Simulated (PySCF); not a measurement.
# Cl6Pt ([PtCl6]2-): the cost of one run

Programs: PySCF 2.14.0, with routines of our own; each step states its level. All values are computed. Atoms count from 0.

3 further runs of the same task are left out: 3 for a basis unfit for spin-orbit shieldings.

## (1) The system as given

7 atoms, charge -2, multiplicity 1; geometry from: GFN2-xTB.

## (2) NMR shieldings: PBE0/x2c-SVPall-2c Pt:us-x2c-SVPall-2c, spin-free

The job: settings as JSON, then the geometry in Å.

```
{"job": {"xc": "PBE0", "basis": {"default": "x2c-SVPall-2c", "Pt": "us-x2c-SVPall-2c"}, "rel": "sf", "kind": "hnmr"}, "charge": -2, "multiplicity": 1}
Pt     0.002290     0.001770     0.000790
Cl    -0.022660    -0.011150     2.351880
Cl     0.018300     0.008390    -2.349300
Cl     2.353480     0.005540     0.019300
Cl    -2.345940    -0.007270    -0.021170
Cl    -0.007940     2.354020     0.009760
Cl     0.002470    -2.351310    -0.011270
```

With the program's defaults for keys left out, this is: PBE0/x2c-SVPall-2c Pt:us-x2c-SVPall-2c GIAO NMR shielding, spin-free X2C, Gaussian nuclei, gas phase.

Command:

```console
> OMP_NUM_THREADS=1 python heavy_run.py task.json out
```

One launch serves the whole session: the jobs run in the order shown.

Q: Estimate the wall time and peak memory of this first job on 1 thread of Arm Neoverse V2, shared host.

About 3 min, with a peak of 1.4 GiB.
